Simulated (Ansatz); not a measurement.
**WSe4: a trial structure relaxed**

Where does this trial cell of WSe4 go when cell and atoms are let free?

Method: DFT PBE, scalar-relativistic, plane waves, PAW, in Ansatz 0.2.0.

1 further run of the same task is left out (set aside as unsound or not needed).

### Step 1. The starting structure

The structure is cubic, space group Pm-3m (No. 221). Conventional cell: a = 4.955 Å, b = 4.955 Å, c = 4.955 Å, α = 90.00°, β = 90.00°, γ = 90.00°. W (site symmetry m-3m) has 12 Se at 3.50 Å as nearest neighbours. Around Se (site symmetry m-3m) lie 6 Se at 2.48 Å. Around Se (site symmetry 4/mmm) lie 10 Se at 2.48 to 3.50 Å and 4 W at 3.50 Å.

As a file:

```cif
data_structure
_symmetry_space_group_name_H-M 'P 1'
_symmetry_Int_Tables_number 1
_cell_length_a 4.9555
_cell_length_b 4.9555
_cell_length_c 4.9555
_cell_angle_alpha 90.000
_cell_angle_beta 90.000
_cell_angle_gamma 90.000
_cell_volume 121.69
loop_
_atom_site_label
_atom_site_type_symbol
_atom_site_fract_x
_atom_site_fract_y
_atom_site_fract_z
_atom_site_occupancy
W1 W 0.00000 0.00000 0.00000 1
Se1 Se 0.50000 0.50000 0.50000 1
Se2 Se 0.00000 0.50000 0.50000 1
Se3 Se 0.50000 0.00000 0.50000 1
Se4 Se 0.50000 0.50000 0.00000 1
```

The cell is invented: species swapped into a database cell of Mn4N (Pm-3m, No. 221). Its size is a rough estimate.

### Step 2. A first look at the guess

Contents of input.yaml:

```yaml
crystal:
  lattice:
    - [4.95545999, 0.0, 0.0]
    - [0.0, 4.95545999, 0.0]
    - [0.0, 0.0, 4.95545999]
  atoms:
    - { symbol: W, position: [0.0, 0.0, 0.0] }
    - { symbol: Se, position: [0.5, 0.5, 0.5] }
    - { symbol: Se, position: [0.0, 0.5, 0.5] }
    - { symbol: Se, position: [0.5, 0.0, 0.5] }
    - { symbol: Se, position: [0.5, 0.5, 0.0] }
basis:
  ecutwfc: 420
kpoints:
  mp_grid: { grid: [4, 4, 4] }
hamiltonian:
  xc: pbe
scf:
  occupations: { method: gaussian, width: 0.1 }
  lower_state_search: "off"
output:
  forces: true
  stress: true
  eigenvalues: true
```

Run with:

```sh
$ ansatz run input.yaml --threads 1 --pin off --max-ram 2560MiB --backend cpu --events-out ev --progress --plain --runs-dir out
```

Further runs follow: relaxation on the finer mesh.

What does the calculation give? Wanted: conventional cell; volume; energy over the elements; gap on the mesh; total moment.

**Answer**, as computed:

```
                              quantity                                                                      value
symmetry at the end (tolerance 0.05 Å)                                                space group Pm-3m (No. 221)
                     conventional cell  a = 4.968 Å, b = 4.968 Å, c = 4.968 Å, α = 90.00°, β = 90.00°, γ = 90.00°
                                volume                                                              24.53 Å³/atom
              energy over the elements                                                              +1.42 eV/atom
                       gap on the mesh                                                               none (metal)
                          total moment                                                               3.25 μB/cell
```

In words: The space group Pm-3m (No. 221) is kept, and the volume per atom grows by 0.8 % from the first guess. With a positive formation energy it can't be a ground state. No finished test with a distortion of lower symmetry is shown, so the end may be a saddle point. Spin-orbit coupling is left out for W. Other magnetic orders were not searched.
